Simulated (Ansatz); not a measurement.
# AlFH5NOSi: how energies converge with the basis set

How large a basis does AlFH5NOSi need? Two functionals are run in growing sets.

Program: Ansatz 0.2.0, Gaussian basis. Level of theory: one geometry, several basis sets. These are calculated values, not measurements.

Levels to be run: PBE0-D4/def2-SVP; ωB97M-V/def2-SVP; PBE0-D4/def2-QZVPP; ωB97M-V/def2-QZVPP; the functionals' def2-TZVPP values are taken from earlier runs.

## 1. Structure used throughout

The geometry comes from an earlier relaxation with PBE0-D4 in a triple-zeta def2 set; it is a stationary point, not always the lowest conformer.

SMILES `[NH2][Al]([F])[O][SiH3]`, 10 atoms, charge 0, spin multiplicity 1.

Atoms are counted from 1 here; the program's logs count them from 0.

Bond lengths: N1–Al2 1.749 Å, N1–H6 1.006 Å, N1–H7 1.006 Å, Al2–F3 1.645 Å, Al2–O4 1.672 Å, O4–Si5 1.624 Å, Si5–H8 1.487 Å, Si5–H9 1.487 Å, Si5–H10 1.487 Å. Angles: Al2–N1–H6 124.6°, Al2–N1–H7 124.4°, H6–N1–H7 111.0°, N1–Al2–F3 118.8°, N1–Al2–O4 121.5°, F3–Al2–O4 119.7°, Al2–O4–Si5 168.8°, O4–Si5–H8 109.7°, O4–Si5–H9 110.1°, O4–Si5–H10 110.6°, H8–Si5–H9 108.8°, H8–Si5–H10 108.7°, H9–Si5–H10 108.9°.

Coordinates:

```xyz
10

N    -1.5257    0.4657   -1.8641
Al   -0.2451   -0.4626   -1.1171
F     0.4030   -1.7279   -1.9447
O     0.3260   -0.0902    0.4093
Si    1.0772    0.0266    1.8442
H    -1.9823    1.2544   -1.4384
H    -1.9024    0.2822   -2.7786
H     0.8628    1.3837    2.4132
H     0.5311   -0.9821    2.7906
H     2.5385   -0.2009    1.6885
```

## 2. PBE0-D4 in def2-SVP

Contents of in.yaml:

```yaml
crystal:
  periodic: [false, false, false]
  atoms:
    - {symbol: N, position_ang: [-1.525748, 0.465692, -1.864121]}
    - {symbol: Al, position_ang: [-0.245082, -0.462620, -1.117056]}
    - {symbol: F, position_ang: [0.403049, -1.727867, -1.944663]}
    - {symbol: O, position_ang: [0.326001, -0.090245, 0.409289]}
    - {symbol: Si, position_ang: [1.077201, 0.026623, 1.844201]}
    - {symbol: H, position_ang: [-1.982271, 1.254350, -1.438395]}
    - {symbol: H, position_ang: [-1.902410, 0.282188, -2.778611]}
    - {symbol: H, position_ang: [0.862768, 1.383701, 2.413231]}
    - {symbol: H, position_ang: [0.531050, -0.982072, 2.790642]}
    - {symbol: H, position_ang: [2.538543, -0.200950, 1.688483]}
basis:
  gaussian: {orbitals: def2-SVP}
hamiltonian: {xc: pbe0, dispersion: d4}
output: {orbitals: {seedname: orbitals}}
```

Launch:

```console
> ansatz run in.yaml --threads 4 --pin off --events-out ev --progress --plain --max-ram 10444MiB
```

Further steps of the session: ωB97M-V in def2-SVP; PBE0-D4 in def2-QZVPP; ωB97M-V in def2-QZVPP.

Before running them: what should the planned runs give, taken together? Wanted: PBE0-D4: double and triple zeta above quadruple; ωB97M-V: double and triple zeta above quadruple.

The runs gave:

```
                                       quantity           value
PBE0-D4: double and triple zeta above quadruple  14.14, 0.89 eV
ωB97M-V: double and triple zeta above quadruple  14.26, 0.83 eV
```

What this shows: For PBE0-D4 the step from double to triple zeta gains 13.25 eV and the next only 0.89 eV. Total energies overstate the basis error of differences, where much of it tends to cancel. The LUMO of ωB97M-V is positive and keeps falling with the basis (1.34 to 0.60 eV): an unbound level that the basis holds in place.
